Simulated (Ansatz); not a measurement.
# C₂H₄AlF: how energies converge with the basis set

One table from this session's results is given with a row withheld; the runs are named, their logs left out.

The runs use Ansatz 0.2.0, Gaussian basis; one geometry, several basis sets.

Levels to be run: PBE0-D4/def2-SVP; ωB97M-V/def2-SVP; PBE0-D4/def2-QZVPP; ωB97M-V/def2-QZVPP; the functionals' def2-TZVPP values are taken from earlier runs.

### Structure used throughout

An earlier PBE0-D4 in a triple-zeta def2 set relaxation fixed the geometry.

SMILES `F[CH]1[CH2][AlH]1`, 8 atoms, charge 0, spin multiplicity 1.

Atoms are counted from 1 here; the program's logs count them from 0.

Bond lengths: F1–C2 1.383 Å, C2–C3 1.542 Å, C2–Al4 1.923 Å, C2–H5 1.094 Å, C3–Al4 1.915 Å, C3–H6 1.100 Å, C3–H7 1.087 Å, Al4–H8 1.575 Å. Angles: F1–C2–C3 116.6°, F1–C2–Al4 132.3°, F1–C2–H5 108.4°, C3–C2–Al4 66.0°, C3–C2–H5 110.8°, Al4–C2–H5 114.4°, C2–C3–Al4 66.6°, C2–C3–H6 110.3°, C2–C3–H7 119.4°, Al4–C3–H6 102.5°, Al4–C3–H7 140.4°, H6–C3–H7 109.9°, C2–Al4–C3 47.4°, C2–Al4–H8 160.0°, C3–Al4–H8 152.0°.

The first run:

Input file in.yaml:

```yaml
crystal:
  periodic: [false, false, false]
  atoms:
    - {symbol: F, position_ang: [-1.876056, -0.354119, 0.656596]}
    - {symbol: C, position_ang: [-0.495115, -0.282756, 0.655223]}
    - {symbol: C, position_ang: [0.136945, 0.827327, -0.207734]}
    - {symbol: Al, position_ang: [0.832926, -0.916816, -0.582482]}
    - {symbol: H, position_ang: [-0.151127, -0.211988, 1.691235]}
    - {symbol: H, position_ang: [-0.490043, 1.028658, -1.088389]}
    - {symbol: H, position_ang: [0.431462, 1.764545, 0.258557]}
    - {symbol: H, position_ang: [1.703208, -1.911951, -1.438707]}
basis:
  gaussian: {orbitals: def2-SVP}
hamiltonian: {xc: pbe0, dispersion: d4}
output: {orbitals: {seedname: orbitals}}
```

On the command line:

```console
$ ansatz run in.yaml --threads 2 --pin off --events-out ev --progress --plain --max-ram 4352MiB
```

Among the steps run: PBE0-D4 in def2-SVP; ωB97M-V in def2-SVP; PBE0-D4 in def2-QZVPP; ωB97M-V in def2-QZVPP.

One table of the session follows, with a row left open; its other results are not shown here.

It belongs to the step «Density functionals: the series». 

| functional | basis | HOMO (eV) | LUMO (eV) |
| --- | --- | --- | --- |
| PBE0-D4 | def2-SVP | -6.18 | -1.57 |
| PBE0-D4 | def2-TZVPP | ? | ? |
| PBE0-D4 | def2-QZVPP | -6.28 | -1.66 |
| ωB97M-V | def2-SVP | -8.32 | 0.12 |
| ωB97M-V | def2-TZVPP | -8.42 | -0.02 |
| ωB97M-V | def2-QZVPP | -8.46 | -0.19 |

**Question.** Estimate the row for PBE0-D4, def2-TZVPP.

As computed: HOMO (eV): -6.25; LUMO (eV): -1.63. In the column «HOMO (eV)» it lies between PBE0-D4, def2-QZVPP (-6.28) and PBE0-D4, def2-SVP (-6.18).
